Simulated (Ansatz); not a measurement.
**Ag+ with SiH3Cl: structure and interaction energy**

The task here is to estimate one member of a computed series from the others.

Computed with Ansatz 0.2.0, Gaussian basis. Level: PBE0-D4 structure, single points in def2-TZVPPD.

Levels: PBE-D4, revPBE-D4, BLYP-D4, r2SCAN-D4, B97M-V, PBE0-D4, B3LYP-D4, HSE06-D4, wB97X-V, wB97M-V, B2PLYP, Hartree-Fock, MP2, CCSD, CCSD(T). The reference is CCSD(T) extrapolated to the basis limit. For elements past Ar these valence bases correlate outer-core shells poorly, so that limit is rough.

Correlated methods freeze the cores. Filled d shells of the heavier atoms are correlated. Core potentials replace the inner electrons past krypton, and spin-orbit coupling is left out. B3LYP uses VWN-RPA correlation. B2PLYP carries no dispersion term here.

163 further runs of the same task are left out: 163 set aside as unsound or not needed. Runs told in other sessions of the task aren't counted.

## Where the work starts

The pair, from a GFN2-xTB docking trial: 6 atoms, charge 1, spin multiplicity 1.

Atoms are counted from 1 here; the program's logs count them from 0.

Bond lengths: Ag1–Cl3 2.331 Å, Si2–Cl3 2.183 Å, Si2–H4 1.455 Å, Si2–H5 1.457 Å, Si2–H6 1.453 Å. Angles: Cl3–Si2–H4 102.1°, Cl3–Si2–H5 101.2°, Cl3–Si2–H6 98.2°, H4–Si2–H5 115.5°, H4–Si2–H6 117.2°, H5–Si2–H6 117.6°, Ag1–Cl3–Si2 153.4°.

Coordinates:

```xyz
6
AgClH3Si
Ag   -0.8346   -0.3715   -3.3135
Si    0.2992    0.1154    0.9034
Cl   -0.7391   -0.2032   -0.9904
H     1.3399    1.0598    0.5252
H     0.7566   -1.2341    1.2063
H    -0.8220    0.6335    1.6690
```

Atoms 1 to 1 are fragment A (Ag+), the rest fragment B (SiH3Cl).

Set-up of the first run:

Contents of pre/in.yaml:

```yaml
crystal:
  periodic: [false, false, false]
  atoms:
    - {symbol: Ag, position_ang: [-0.834600, -0.371500, -3.313500]}
    - {symbol: Si, position_ang: [0.299200, 0.115400, 0.903400]}
    - {symbol: Cl, position_ang: [-0.739100, -0.203200, -0.990400]}
    - {symbol: H, position_ang: [1.339900, 1.059800, 0.525200]}
    - {symbol: H, position_ang: [0.756600, -1.234100, 1.206300]}
    - {symbol: H, position_ang: [-0.822000, 0.633500, 1.669000]}
basis:
  gaussian: {orbitals: def2-SVP}
total_charge: 1
hamiltonian: {xc: pbe, dispersion: d4}
relax: {f_tol: 0.03, max_steps: 250}
```

The run is started by

```sh
$ ansatz run in.yaml --threads 4 --pin off --events-out ev --progress --plain --max-ram 9574MiB
```

Among the steps run: A first relaxation in a small basis; Relaxation at PBE0-D4; wB97X-V/def2-TZVPPD; wB97M-V/def2-TZVPPD; B2PLYP/def2-TZVPPD; B97M-V/def2-TZVPPD; CCSD(T)/def2-TZVPPD; MP2/def2-QZVPPD; SPW92/def2-SVP; wB97M-V/def2-SVP; CCSD(T)/def2-SVP; Vibrations of the pair.

One of the session's tables, all rows but one given; the rest of the session is left out.

```
      method  interaction (kcal/mol)
      PBE-D4                  -34.69
   revPBE-D4                  -31.22
     BLYP-D4                  -34.07
   r2SCAN-D4                  -33.82
      B97M-V                  -31.02
     PBE0-D4                  -30.88
    B3LYP-D4                  -31.53
    HSE06-D4                       ?
     wB97X-V                  -28.74
     wB97M-V                  -28.60
      B2PLYP                  -28.42
Hartree-Fock                  -16.67
         MP2                  -27.44
        CCSD                  -24.37
     CCSD(T)                  -25.58
 CCSD(T)/CBS                  -29.94
```

Q: Estimate the row for HSE06-D4 from the others.

**Answer.** interaction (kcal/mol): -30.87. In the column «interaction (kcal/mol)» it lies between PBE0-D4 (-30.88) and CCSD(T)/CBS (-29.94).
